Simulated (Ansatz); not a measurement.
**(111) superlattice of 8 and 4 atomic planes of InP and AlAs, in-plane a of AlAs, 12 atoms**

Wanted: the effect of changed settings on energy, forces, pressure and convergence.

Method: density functional theory in Ansatz 0.2.0, PAW datasets, plane waves.

### Step 1. Starting point

12 atoms (4 In, 4 P, 2 Al, 2 As); a = 4.012 Å, b = 4.012 Å, c = 20.480 Å, α = 90.00°, β = 90.00°, γ = 120.00°. All atoms were shaken off their sites by about 0.07 Å along each axis.

### Step 2. PBEsol on the given atoms

File in.yaml:

```yaml
crystal:
  lattice:
    - [2.837049, -2.837049, 0.000000]
    - [0.000000, 2.837049, -2.837049]
    - [11.823991, 11.823991, 11.823991]
  atoms:
    - { symbol: In, position: [0.025727, 0.000026, 0.005189] }
    - { symbol: In, position: [0.059494, 0.015702, 0.504145] }
    - { symbol: In, position: [0.315511, 0.659610, 0.167071] }
    - { symbol: In, position: [0.658484, 0.345056, 0.339111] }
    - { symbol: P, position: [0.977884, 0.967999, 0.124620] }
    - { symbol: P, position: [0.027217, 0.046282, 0.635037] }
    - { symbol: P, position: [0.328274, 0.649804, 0.304474] }
    - { symbol: P, position: [0.668706, 0.332553, 0.463539] }
    - { symbol: Al, position: [0.350670, 0.699851, 0.672062] }
    - { symbol: Al, position: [0.657431, 0.333811, 0.840958] }
    - { symbol: As, position: [0.324548, 0.661558, 0.805326] }
    - { symbol: As, position: [0.704926, 0.338126, 0.960028] }
kpoints:
  mp_grid: { grid: [4, 4, 1] }
hamiltonian:
  xc: pbesol
scf:
  occupations: { method: fermi_dirac, width: 0.01 }
output:
  forces: true
  eigenvalues: true
  stress: true
  populations: true
```

Run with:

```sh
$ ansatz run in.yaml --threads 2 --pin off --max-ram 30400MiB --runs-dir r --events-out ev --progress --plain --backend cuda --devices 0, --max-vram 18GiB
```

### Step 3. Run again with xc grid 2, k points 3×3×3

in.yaml, as its differences from that of step 2:

```diff
@@ -19,3 +19,4 @@
 kpoints:
-  mp_grid: { grid: [4, 4, 1] }
+  mp_grid: { grid: [3, 3, 3] }
+basis: { xc_grid: 2 }
 hamiltonian:
@@ -24,2 +25,3 @@
   occupations: { method: fermi_dirac, width: 0.01 }
+  max_iter: 80
 output:
@@ -28,2 +30 @@
   stress: true
-  populations: true
```

### Step 4. Changed settings: occupations Gaussian

in.yaml, as its differences from that of step 3:

```diff
@@ -19,4 +19,3 @@
 kpoints:
-  mp_grid: { grid: [3, 3, 3] }
-basis: { xc_grid: 2 }
+  mp_grid: { grid: [4, 4, 1] }
 hamiltonian:
@@ -24,4 +23,4 @@
 scf:
-  occupations: { method: fermi_dirac, width: 0.01 }
-  max_iter: 80
+  occupations: { method: gaussian, width: 0.01 }
+  max_iter: 50
 output:
```

### Step 5. Changed settings: density cutoff ratio 2

in.yaml, as its differences from that of step 4:

```diff
@@ -20,2 +20,3 @@
   mp_grid: { grid: [4, 4, 1] }
+basis: { ecutrho_ratio: 2 }
 hamiltonian:
@@ -23,4 +24,4 @@
 scf:
-  occupations: { method: gaussian, width: 0.01 }
-  max_iter: 50
+  occupations: { method: fermi_dirac, width: 0.01 }
+  max_iter: 80
 output:
```

### Step 6. Run again with mixer anderson

in.yaml, as its differences from that of step 5:

```diff
@@ -20,3 +20,2 @@
   mp_grid: { grid: [4, 4, 1] }
-basis: { ecutrho_ratio: 2 }
 hamiltonian:
@@ -25,3 +24,4 @@
   occupations: { method: fermi_dirac, width: 0.01 }
-  max_iter: 80
+  max_iter: 100
+  mixing: { algorithm: anderson }
 output:
```

### Step 7. Run again with cutoff 350 eV

in.yaml, as its differences from that of step 6:

```diff
@@ -20,2 +20,3 @@
   mp_grid: { grid: [4, 4, 1] }
+basis: { ecutwfc: 350 }
 hamiltonian:
@@ -24,4 +25,3 @@
   occupations: { method: fermi_dirac, width: 0.01 }
-  max_iter: 100
-  mixing: { algorithm: anderson }
+  max_iter: 50
 output:
@@ -30 +30,5 @@
   stress: true
+  write_density: true
+  write_potential: true
+  elf: true
+  volumetric_format: npy
```

### Step 8. Run again with dispersion D4

in.yaml, as its differences from that of step 7:

```diff
@@ -20,5 +20,5 @@
   mp_grid: { grid: [4, 4, 1] }
-basis: { ecutwfc: 350 }
 hamiltonian:
   xc: pbesol
+  dispersion: d4
 scf:
@@ -30,5 +30 @@
   stress: true
-  write_density: true
-  write_potential: true
-  elf: true
-  volumetric_format: npy
```

What does the calculation give? Wanted: for each run, settings; status; energy from base; forces from base.

The runs gave:

| settings | status | cycles | time | energy from base (meV/atom) | forces from base (eV/Å rms) | filled to empty level on the mesh (eV) |
| --- | --- | --- | --- | --- | --- | --- |
| base | converged | 8 | 15 s (GPU) | 0 | 0 | 0.69 |
| xc grid 2, k points 3×3×3 | converged | 8 | 16 s (GPU) | +80.2 | 0.029 | 0.67 |
| occupations Gaussian | converged | 8 | 14 s (GPU) | 0.0 | 0.000 | 0.69 |
| density cutoff ratio 2 | converged, settings too loose | 8 | 14 s (GPU) | -0.1 | 0.000 | 0.69 |
| mixer anderson | converged | 8 | 16 s (GPU) | 0.0 | 0.000 | 0.69 |
| cutoff 350 eV | converged, settings too loose | 8 | 18 s (GPU) | +5.3 | 0.001 | 0.69 |
| dispersion D4 | converged | 8 | 20 s (GPU) | - | 0.001 | 0.69 |

**Reading.** Among these variants the forces move most with xc grid 2, k points 3×3×3 (0.029 eV/Å rms).
